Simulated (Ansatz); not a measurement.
**FH₄N₃W: up Jacob's ladder to CCSD(T)**

One table from this session's results is given with a row withheld; the runs are named, their logs left out.

Program: Ansatz 0.2.0, Gaussian basis. Level of theory: functionals in def2-TZVPP, the program's frozen cores in correlated methods. These are calculated values, not measurements.

Plan: LDA (SPW92), PBE-D4, revPBE-D4, BLYP-D4, r2SCAN-D4, B97M-V, PBE0-D4, B3LYP-D4, r2SCANh-D4, r2SCAN0-D4, HSE06-D4, BHLYP-D4, CAM-B3LYP-D4, LC-ωPBE, ωB97X-V, ωB97M-V, B2PLYP, PBE-QIDH; CCSD(T)/def2-SVP; CCSD(T)/def2-TZVPP; MP2/def2-QZVPP; extrapolation to the limit; RPA on PBE.

## The relaxed structure

All runs share one geometry, relaxed beforehand with PBE0-D4 in a triple-zeta def2 set. W takes the def2 core potential; no spin-orbit term is included.

SMILES `[NH]=[W](=[NH])([NH2])[F]`, 9 atoms, charge 0, spin multiplicity 1.

Atoms are counted from 1 here; the program's logs count them from 0.

Bond lengths: N1–W2 1.749 Å, N1–H6 1.007 Å, W2–N3 1.749 Å, W2–N4 1.943 Å, W2–F5 1.882 Å, N3–H7 1.007 Å, N4–H8 1.008 Å, N4–H9 1.008 Å. Angles: W2–N1–H6 156.8°, N1–W2–N3 113.5°, N1–W2–N4 106.4°, N1–W2–F5 109.2°, N3–W2–N4 106.4°, N3–W2–F5 109.2°, N4–W2–F5 112.2°, W2–N3–H7 156.8°, W2–N4–H8 123.1°, W2–N4–H9 123.1°, H8–N4–H9 111.5°.

The first run:

File in.yaml:

```yaml
crystal:
  periodic: [false, false, false]
  atoms:
    - {symbol: N, position_ang: [-0.797533, 1.559135, 0.193849]}
    - {symbol: W, position_ang: [0.117695, 0.217667, -0.455410]}
    - {symbol: N, position_ang: [1.749930, 0.122497, 0.165498]}
    - {symbol: N, position_ang: [-0.787550, -1.399181, 0.127573]}
    - {symbol: F, position_ang: [0.177568, 0.360912, -2.331435]}
    - {symbol: H, position_ang: [-0.965936, 2.384152, 0.746696]}
    - {symbol: H, position_ang: [2.552112, 0.400367, 0.707672]}
    - {symbol: H, position_ang: [-0.297525, -2.231979, 0.414680]}
    - {symbol: H, position_ang: [-1.748751, -1.413581, 0.430877]}
basis:
  gaussian: {orbitals: def2-TZVPP}
hamiltonian: {xc: lda}
output: {orbitals: {seedname: orbitals}}
```

Launch:

```
> ansatz run in.yaml --threads 4 --pin off --events-out ev --progress --plain --max-ram 10444MiB
```

Among the steps run: LDA; PBE-D4 (GGA); revPBE-D4 (GGA); BLYP-D4 (GGA); r2SCAN-D4 (meta-GGA); B97M-V (meta-GGA); B3LYP-D4 (hybrid); r2SCANh-D4 (hybrid); r2SCAN0-D4 (hybrid); HSE06-D4 (hybrid); BHLYP-D4 (hybrid); CAM-B3LYP-D4 (range-separated); LC-ωPBE (range-separated); ωB97X-V (range-separated); ωB97M-V (range-separated); B2PLYP (double hybrid); PBE-QIDH (double hybrid).

One table of the session follows, with a row left open; its other results are not shown here.

| functional | HOMO (eV) | gap (eV) |
| --- | --- | --- |
| LDA (SPW92) | -6.59 | 4.84 |
| PBE-D4 | -6.37 | 4.86 |
| revPBE-D4 | -6.29 | 4.87 |
| BLYP-D4 | -6.24 | 4.82 |
| r2SCAN-D4 | -6.65 | 5.24 |
| B97M-V | -6.67 | 5.33 |
| PBE0-D4 | -7.69 | 6.98 |
| B3LYP-D4 | -7.46 | 6.51 |
| r2SCANh-D4 | -7.14 | 6.04 |
| r2SCAN0-D4 | ? | ? |
| HSE06-D4 | -7.28 | 6.20 |
| BHLYP-D4 | -8.89 | 9.11 |
| CAM-B3LYP-D4 | -9.06 | 9.42 |
| LC-ωPBE | -10.41 | 11.95 |
| ωB97X-V | -10.03 | 11.49 |
| ωB97M-V | -9.95 | 11.28 |

Estimate the missing values for r2SCAN0-D4.

Worked estimate for «HOMO (eV)». Against the share of exact exchange, r2SCAN-D4 (0, -6.65), r2SCANh-D4 (0.1, -7.14) give a slope of -4.90 per unit share; at 0.25 the line stands at -7.87.

As computed: HOMO (eV): -7.89; gap (eV): 7.25. In «HOMO (eV)» the line misses by +0.02.
